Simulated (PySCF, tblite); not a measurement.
**C5H7O3 radical: geometry, infrared bands and EPR parameters**

Aim: predict the infrared bands and EPR parameters of C5H7O3 radical (`CC[C]1COC(=O)O1`).

Programs: tblite 0.8.0 and PySCF 2.14.0, with density-fitted response routines of our own. Each step states its level of theory. These are calculated values for one molecule in the gas phase, unless marked as measured. Atoms are numbered from 0 throughout.

## 1. The molecule as given

15 atoms, charge 0, multiplicity 2; geometry from: force field or distance geometry start.

Bonds of the start (Å): C0–C1 1.53, C1–C2 1.47, C2–C3 1.45, C3–O4 1.41, O4–C5 1.37, C5–O6 1.22, C5–O7 1.38, O7–C2 1.38, C0–H8 1.09, C0–H9 1.10, C0–H10 1.10, C1–H11 1.10, C1–H12 1.08, C3–H13 1.10, C3–H14 1.10.

## 2. Optimising the geometry with GFN2-xTB

What the job is given:

```
{"job": {"kind": "relax", "xc": "GFN2-xTB", "basis": "xTB"}, "charge": 0, "multiplicity": 2}
C      2.030600     0.205800     0.348500
C      1.042000    -0.039400    -0.798800
C     -0.353200     0.033200    -0.336700
C     -1.087400    -0.948500     0.430400
O     -2.353000    -0.349200     0.596200
C     -2.332300     0.870800    -0.035800
O     -3.284800     1.632600    -0.066300
O     -1.108200     1.156300    -0.614500
H      3.057000     0.158200    -0.017400
H      1.862100     1.197200     0.796600
H      1.910400    -0.542000     1.139400
H      1.232200    -1.035200    -1.221400
H      1.219500     0.691000    -1.573700
H     -1.192100    -1.906000    -0.094300
H     -0.647200    -1.116800     1.425700
```

On the command line:

```console
> OMP_NUM_THREADS=1 python probes_run.py task.json out
```

One launch serves the whole session: the jobs run in the order shown.

**Question.** This job is followed by: GFN2-xTB harmonic vibrations, gas phase; UKS B3LYP, pcH-1 on C H O, non-relativistic, mean-field spin-orbit, GIAO. What will the session give for the following? strongest single infrared mode (GFN2-xTB); zero-point energy (GFN2-xTB); g(iso) (B3LYP); ⟨S²⟩; largest a(iso) (averaged by class); potential on the surface of density 0.002 e/bohr³, 1st and 99th percentile.

The runs gave:

| quantity | value |
| --- | --- |
| strongest single infrared mode (GFN2-xTB) | 1846 cm⁻¹, 821 km/mol |
| zero-point energy (GFN2-xTB) | 71.6 kcal/mol |
| g(iso) (B3LYP) | 2.00302 |
| ⟨S²⟩ | 0.754 (exact 0.75) |
| largest a(iso) (averaged by class) | 13C on C2, 145.5 MHz |
| potential on the surface of density 0.002 e/bohr³, 1st and 99th percentile | -1.83 V and 1.49 V |

In words: The optimisation took 104 steps and gained 0.226 eV; among the close pairs (by a distance rule), C2–C3 changed most, from 1.446 to 1.495 Å. All 39 modes are real, so the xTB geometry is a minimum. The strongest single mode, at 1846 cm⁻¹, moves mainly C5 and O6. Unscaled tight-binding wavenumbers are off by several per cent, some by more. Its intensities can rank the bands wrongly. C2 carries the largest spin population, 0.88 e. The isotropic g lies 0.7 ppt above the free-electron value. These values are for one conformer; the search (at its own cheap level) found 2 more, at 0.39, 0.84 kcal/mol, and measured spectra average over such forms.
